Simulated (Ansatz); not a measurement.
**GeH4O4: a ladder of functionals and wavefunction methods**

One table from this session's results is given with a row withheld; the runs are named, their logs left out.

Program: Ansatz 0.2.0, Gaussian basis. Level of theory: functionals in def2-TZVPP, the program's frozen cores in correlated methods. These are calculated values, not measurements.

Levels to be run: LDA (SPW92), PBE-D4, revPBE-D4, BLYP-D4, r2SCAN-D4, B97M-V, PBE0-D4, B3LYP-D4, r2SCANh-D4, r2SCAN0-D4, HSE06-D4, BHLYP-D4, CAM-B3LYP-D4, LC-ωPBE, ωB97X-V, ωB97M-V, B2PLYP, PBE-QIDH; CCSD(T)/def2-SVP; CCSD(T)/def2-TZVPP; MP2/def2-QZVPP; extrapolation to the limit; RPA on PBE.

### Structure used throughout

All runs share one geometry, relaxed beforehand with PBE0-D4 in a triple-zeta def2 set.

SMILES `[OH][Ge]([OH])([OH])[OH]`, 9 atoms, charge 0, spin multiplicity 1.

Atoms are counted from 1 here; the program's logs count them from 0.

Bond lengths: O1–Ge2 1.755 Å, O1–H6 0.961 Å, Ge2–O3 1.755 Å, Ge2–O4 1.755 Å, Ge2–O5 1.755 Å, O3–H7 0.961 Å, O4–H8 0.961 Å, O5–H9 0.961 Å. Angles: Ge2–O1–H6 112.0°, O1–Ge2–O3 116.3°, O1–Ge2–O4 106.1°, O1–Ge2–O5 106.2°, O3–Ge2–O4 106.2°, O3–Ge2–O5 106.2°, O4–Ge2–O5 116.3°, Ge2–O3–H7 112.0°, Ge2–O4–H8 112.0°, Ge2–O5–H9 112.0°.

The first run:

File in.yaml:

```yaml
crystal:
  periodic: [false, false, false]
  atoms:
    - {symbol: O, position_ang: [-0.119744, 1.513506, -0.880634]}
    - {symbol: Ge, position_ang: [0.000079, -0.000093, 0.000029]}
    - {symbol: O, position_ang: [1.488774, -0.906312, -0.208440]}
    - {symbol: O, position_ang: [-1.285849, -1.025086, -0.613669]}
    - {symbol: O, position_ang: [-0.083065, 0.417853, 1.702781]}
    - {symbol: H, position_ang: [-0.492129, 1.390323, -1.757794]}
    - {symbol: H, position_ang: [2.157538, -0.651431, 0.432696]}
    - {symbol: H, position_ang: [-1.074189, -1.958289, -0.526585]}
    - {symbol: H, position_ang: [-0.591426, 1.219529, 1.851606]}
basis:
  gaussian: {orbitals: def2-TZVPP}
hamiltonian: {xc: lda}
output: {orbitals: {seedname: orbitals}}
```

Run with:

```
ansatz run in.yaml --threads 4 --pin off --events-out ev --progress --plain --max-ram 10444MiB
```

Among the steps run: LDA; PBE-D4 (GGA); revPBE-D4 (GGA); BLYP-D4 (GGA); r2SCAN-D4 (meta-GGA); B97M-V (meta-GGA); B3LYP-D4 (hybrid); r2SCANh-D4 (hybrid); r2SCAN0-D4 (hybrid); HSE06-D4 (hybrid); BHLYP-D4 (hybrid); CAM-B3LYP-D4 (range-separated); LC-ωPBE (range-separated); ωB97X-V (range-separated); ωB97M-V (range-separated); B2PLYP (double hybrid); PBE-QIDH (double hybrid).

One of the session's tables, all rows but one given; the rest of the session is left out.

It belongs to the step «Orbital energies across the functionals». 

| functional | HOMO (eV) | gap (eV) |
| --- | --- | --- |
| LDA (SPW92) | -7.63 | 6.13 |
| PBE-D4 | ? | ? |
| revPBE-D4 | -7.33 | 6.19 |
| BLYP-D4 | -7.32 | 6.02 |
| r2SCAN-D4 | -7.84 | 7.09 |
| B97M-V | -7.91 | 6.93 |
| PBE0-D4 | -9.22 | 8.94 |
| B3LYP-D4 | -8.93 | 8.25 |
| r2SCANh-D4 | -8.51 | 8.09 |
| r2SCAN0-D4 | -9.53 | 9.58 |
| HSE06-D4 | -8.80 | 8.16 |
| BHLYP-D4 | -10.97 | 11.45 |
| CAM-B3LYP-D4 | -10.75 | 11.30 |
| LC-ωPBE | -12.14 | 14.11 |
| ωB97X-V | -11.77 | 13.52 |
| ωB97M-V | -11.70 | 13.09 |

Estimate the missing values for PBE-D4.

**Answer.** HOMO (eV): -7.41; gap (eV): 6.15. In the column «HOMO (eV)» it lies between LDA (SPW92) (-7.63) and revPBE-D4 (-7.33).
